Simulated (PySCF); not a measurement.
# Al2F4H2S2 ((F2Al-mu-SH)2): the cost of one run

Computed with PySCF 2.14.0, with density-fitted response routines of our own, on a single molecule in the gas phase. Atoms count from 0, in the outputs and in this text.

## (1) The molecule as given

10 atoms, charge 0, multiplicity 1; geometry from: GFN2-xTB. The atoms were then displaced at random by about 0.03 Å, so the start is not that level's minimum.

Bonds of the start (Å): Al0–F1 1.63, Al0–F2 1.74, Al0–S3 2.38, Al0–S7 2.41, S3–Al4 2.32, S3–H8 1.40, Al4–F5 1.66, Al4–F6 1.67, Al4–S7 2.32, S7–H9 1.28.

## (2) Relaxing the molecule at PBE0-D3(BJ)/def2-SVP

The job: settings as JSON, then the geometry in Å.

```
{"job": {"xc": "PBE0", "basis": "def2-SVP", "d3": "d3bj", "grid": 1, "maxiter": 40, "shake": 0.03, "kind": "geom"}, "charge": 0, "multiplicity": 1}
Al    -1.127400    -0.594250    -0.721180
F     -1.980600    -1.797030    -0.029530
F     -1.590410     0.261640    -2.163780
S      1.158110    -1.229930    -0.860780
Al     1.184280     0.497710     0.694830
F      1.936010     1.798790    -0.010980
F      1.586410    -0.256920     2.135040
S     -1.012870     1.236300     0.847670
H      0.857890    -2.128100     0.171360
H     -0.886750     2.135050    -0.058250
```

On the command line:

```sh
OMP_NUM_THREADS=1 python probes_run.py task.json out
```

The driver reads the jobs from task.json and runs them one after another.

**Question.** How long does this first job take on 1 thread of Arm Neoverse N1, shared host, and how much memory does it need?

About 4.5 min, with a peak of 0.57 GiB.
